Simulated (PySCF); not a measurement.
# The bond of RbH, level by level

One table from this session's results is given with a row withheld; the runs are named, their logs left out.

Method: Rb jorge-DZP-DKH, H jorge-DZP-DKH, spin-free X2C with a Gaussian nucleus; program: PySCF 2.14.0.

The first run:

Settings of the job:

| Quantity | Value |
| --- | --- |
| atoms | Rb, H |
| charge | 0 |
| basis | Rb jorge-DZP-DKH, H jorge-DZP-DKH |
| Hamiltonian | spin-free X2C with a Gaussian nucleus |
| basis functions | 41 |
| electrons treated | 38 |
| masses in u | 84.9118, 1.0078 |
| levels | PBE0, PBE, r²SCAN, TPSSh, PBEsol, BLYP, HF, MP2, SCS-MP2, CCSD, CCSD(T) |
| grid | 80 radial by 434 angular points |
| occupations | held fixed by the projection of orbital angular momentum |
| dissociation limit | Rb + H, each in its ground configuration |
| starting distance in angstrom | 2.380 |
| values of 2S to try | 0, 2 |

Run with:

```console
$ OMP_NUM_THREADS=1 python dia.py task.json out
```

Among the steps run: Set-up; The PBE0 curve of the state that the search chose; Excited determinants; PBE; r²SCAN (meta-GGA); TPSSh; PBEsol (GGA); BLYP; RHF (mean field); Correlated methods on the Hartree–Fock reference.

One of the session's tables, all rows but one given; the rest of the session is left out.

It belongs to the step «The curves together». Energy (eV) from each level's lowest point:

```
R (Å)    RHF  RHF-MP2  RHF-SCS-MP2  RHF-CCSD  RHF-CCSD(T)
2.031  0.395    0.316        0.326       n/a          n/a
2.126  0.210    0.158        0.165     0.171        0.169
2.220  0.092    0.062        0.066     0.072        0.071
2.291  0.039    0.021        0.024     0.028        0.028
2.362  0.010    0.002        0.003     0.006        0.006
2.433  0.000    0.000        0.000     0.000        0.000
2.527      ?        ?            ?         ?            ?
2.645  0.055    0.068        0.065     0.053        0.053
2.787  0.138    0.153        0.148     0.125        0.125
2.976  0.281    0.293        0.286       n/a          n/a
```

Q: Estimate the row for R (Å) = 2.527 from the others.

Worked estimate for «RHF». A straight line through the neighbours (2.433, 0.000) and (2.645, 0.055) gives 0.000 + (0.055 − 0.000) × (2.527 − 2.433) / (2.645 − 2.433) = 0.024; a parabola fitted to 4 rows on both sides gives 0.014.

The run gave: RHF: 0.011; RHF-MP2: 0.019; RHF-SCS-MP2: 0.017; RHF-CCSD: 0.013; RHF-CCSD(T): 0.013. In «RHF» the line misses by +0.013 and the parabola by +0.003.
